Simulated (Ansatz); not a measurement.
Predict the output of the script below (the Python package of Ansatz (0.2.0)).

`mgi2_restart.py`:
```python
import ansatz as az
from ase import Atoms

params = {
    "functional": "pbe",
}

atoms = Atoms(
    ["Mg", "I", "I"],
    scaled_positions=[
        (0.0, 0.0, 0.0),
        (1 / 3, 2 / 3, 0.25),
        (2 / 3, 1 / 3, 0.75),
    ],
    cell=[
        (4.14, 0.0, 0.0),
        (-2.07, 3.585345, 0.0),
        (0.0, 0.0, 6.88),
    ],
    pbc=True,
)
mgi2 = az.Crystal.from_ase(atoms)

calculation = mgi2.calculation().functional(params["functional"]).occupations(az.OccupationsMethod.FIXED)
coarse = calculation.kpoints(*(3, 3, 2)).checkpoint(write="mgi2.run").run().report
warm = calculation.kpoints(*(6, 6, 4)).checkpoint(read="mgi2.run").run().report
cold = calculation.kpoints(*(6, 6, 4)).run().report
for label, report in (("coarse", coarse), ("fine, from the saved density", warm), ("fine, fresh start", cold)):
    print(f"{label:30s} F = {report['free_energy_ev']:.5f} eV  iterations {report['n_iterations']}")
```

Output of `python mgi2_restart.py`:
```text
DeckWarning: basis.ecutwfc = 420 eV, auto-derived from the records' recommended cutoffs: set by Mg (normal level)
coarse                         F = -16952.62468 eV  iterations 6
fine, from the saved density   F = -16952.76458 eV  iterations 6
fine, fresh start              F = -16952.76458 eV  iterations 6
```
(Warnings from the package without file and line, repeats left out.)

Notes:
- Absolute energies stand on the zero of these potentials, so only differences at equal settings mean something. A total without «per atom» is that of the cell as typed.
- Of the deposited cell: the entry's cell lengths or inner coordinates differ somewhat from later room-temperature determinations.
- The starting cell is as deposited in a crystallographic database; the results hold for this polymorph, which needn't be the stable one.
- Hardware and time: 4.4 s on 1 thread of Arm Neoverse V2, on a shared host, peak memory 0.42 GiB.

(Lines on the test bed's own set-up are left out of the output.)
